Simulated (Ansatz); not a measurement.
# C8H14O2: one species, many methods

One table from this session's results is given with a row withheld; the runs are named, their logs left out.

Computed with Ansatz 0.2.0, Gaussian basis. Level: functionals in def2-TZVPP, the program's frozen cores in correlated methods.

Plan: LDA (SPW92), PBE-D4, revPBE-D4, BLYP-D4, r2SCAN-D4, B97M-V, PBE0-D4, B3LYP-D4, r2SCANh-D4, r2SCAN0-D4, HSE06-D4, BHLYP-D4, CAM-B3LYP-D4, LC-ωPBE, ωB97X-V, ωB97M-V, B2PLYP, PBE-QIDH; CCSD(T)/def2-SVP; CCSD(T)/def2-TZVPP; MP2/def2-QZVPP; extrapolation to the limit; RPA on PBE.

## The relaxed structure

The geometry comes from an earlier relaxation with PBE0-D4 in a triple-zeta def2 set; it is a stationary point, not always the lowest conformer.

SMILES `CC(=O)OC1CCCCC1`, 24 atoms, charge 0, spin multiplicity 1.

Atoms are counted from 1 here; the program's logs count them from 0.

Bond lengths: C1–C2 1.499 Å, C1–H11 1.092 Å, C1–H12 1.087 Å, C1–H13 1.092 Å, C2–O3 1.202 Å, C2–O4 1.339 Å, O4–C5 1.438 Å, C5–C6 1.511 Å, C5–C10 1.528 Å, C5–H14 1.093 Å, C6–C7 1.533 Å, C6–H15 1.095 Å, C6–H16 1.092 Å, C7–C8 1.535 Å, C7–H17 1.093 Å, C7–H18 1.094 Å, C8–C9 1.521 Å, C8–H19 1.096 Å and more. Angles: C2–C1–H11 109.9°, C2–C1–H12 109.6°, C2–C1–H13 109.9°, H11–C1–H12 110.1°, H11–C1–H13 107.3°, H12–C1–H13 110.1°, C1–C2–O3 125.1°, C1–C2–O4 110.9°, O3–C2–O4 124.0°, C2–O4–C5 116.8°, O4–C5–C6 107.8°, O4–C5–C10 110.6°, O4–C5–H14 107.2°, C6–C5–C10 111.2°, C6–C5–H14 110.0°, C10–C5–H14 109.9°, C5–C6–C7 109.9°, C5–C6–H15 108.6° and more.

Set-up of the first run:

The input, in.yaml:

```yaml
crystal:
  periodic: [false, false, false]
  atoms:
    - {symbol: C, position_ang: [-0.633429, 1.071308, -3.660068]}
    - {symbol: C, position_ang: [0.061472, 0.368537, -2.533369]}
    - {symbol: O, position_ang: [1.112872, -0.207846, -2.622108]}
    - {symbol: O, position_ang: [-0.649668, 0.460363, -1.402707]}
    - {symbol: C, position_ang: [-0.099105, -0.177288, -0.237868]}
    - {symbol: C, position_ang: [-1.236885, -0.457497, 0.715781]}
    - {symbol: C, position_ang: [-0.733802, -1.295888, 1.896911]}
    - {symbol: C, position_ang: [0.721110, -0.971145, 2.262319]}
    - {symbol: C, position_ang: [1.052655, 0.474095, 1.922478]}
    - {symbol: C, position_ang: [0.960817, 0.711643, 0.411316]}
    - {symbol: H, position_ang: [-1.618305, 0.629111, -3.821749]}
    - {symbol: H, position_ang: [-0.035188, 0.990533, -4.564024]}
    - {symbol: H, position_ang: [-0.787099, 2.121292, -3.404401]}
    - {symbol: H, position_ang: [0.352946, -1.117224, -0.566230]}
    - {symbol: H, position_ang: [-1.644108, 0.497074, 1.064828]}
    - {symbol: H, position_ang: [-2.045604, -0.971172, 0.191459]}
    - {symbol: H, position_ang: [-1.382937, -1.118338, 2.758628]}
    - {symbol: H, position_ang: [-0.822760, -2.359830, 1.659969]}
    - {symbol: H, position_ang: [1.401717, -1.628805, 1.710535]}
    - {symbol: H, position_ang: [0.896388, -1.172045, 3.322071]}
    - {symbol: H, position_ang: [0.353256, 1.132146, 2.449521]}
    - {symbol: H, position_ang: [2.050132, 0.739829, 2.280442]}
    - {symbol: H, position_ang: [1.922985, 0.526567, -0.070559]}
    - {symbol: H, position_ang: [0.697340, 1.754284, 0.210225]}
basis:
  gaussian: {orbitals: def2-TZVPP}
hamiltonian: {xc: lda}
output: {orbitals: {seedname: orbitals}}
```

Launch:

```sh
> ansatz run in.yaml --threads 4 --pin off --events-out ev --progress --plain --max-ram 63488MiB --backend cuda --devices 0, --max-vram 37GiB
```

Steps of the session up to this table: LDA; PBE-D4 (GGA); revPBE-D4 (GGA); BLYP-D4 (GGA); r2SCAN-D4 (meta-GGA); B97M-V (meta-GGA); B3LYP-D4 (hybrid); r2SCANh-D4 (hybrid); r2SCAN0-D4 (hybrid); HSE06-D4 (hybrid); BHLYP-D4 (hybrid); CAM-B3LYP-D4 (range-separated); LC-ωPBE (range-separated); ωB97X-V (range-separated); ωB97M-V (range-separated); B2PLYP (double hybrid); PBE-QIDH (double hybrid).

One of the session's tables, all rows but one given; the rest of the session is left out.

It belongs to the step «Orbital energies across the functionals». 

| functional | HOMO (eV) | LUMO (eV) | gap (eV) |
| --- | --- | --- | --- |
| LDA (SPW92) | -6.33 | -0.91 | 5.42 |
| PBE-D4 | -6.12 | -0.65 | 5.47 |
| revPBE-D4 | -6.03 | -0.54 | 5.49 |
| BLYP-D4 | -6.03 | -0.55 | 5.48 |
| r2SCAN-D4 | -6.44 | -0.36 | 6.08 |
| B97M-V | -6.61 | -0.28 | 6.33 |
| PBE0-D4 | -7.78 | 0.50 | 8.28 |
| B3LYP-D4 | -7.53 | 0.20 | 7.73 |
| r2SCANh-D4 | -7.07 | 0.05 | 7.12 |
| r2SCAN0-D4 | -8.01 | 0.67 | 8.69 |
| HSE06-D4 | -7.37 | 0.11 | 7.48 |
| BHLYP-D4 | -9.36 | 1.60 | 10.96 |
| CAM-B3LYP-D4 | -9.27 | 1.67 | 10.93 |
| LC-ωPBE | -10.57 | 2.95 | 13.52 |
| ωB97X-V | -10.26 | 2.81 | 13.06 |
| ωB97M-V | ? | ? | ? |

Q: Estimate the row for ωB97M-V from the others.

As computed: HOMO (eV): -10.21; LUMO (eV): 2.42; gap (eV): 12.63. In the column «HOMO (eV)» it lies between ωB97X-V (-10.26) and BHLYP-D4 (-9.36).
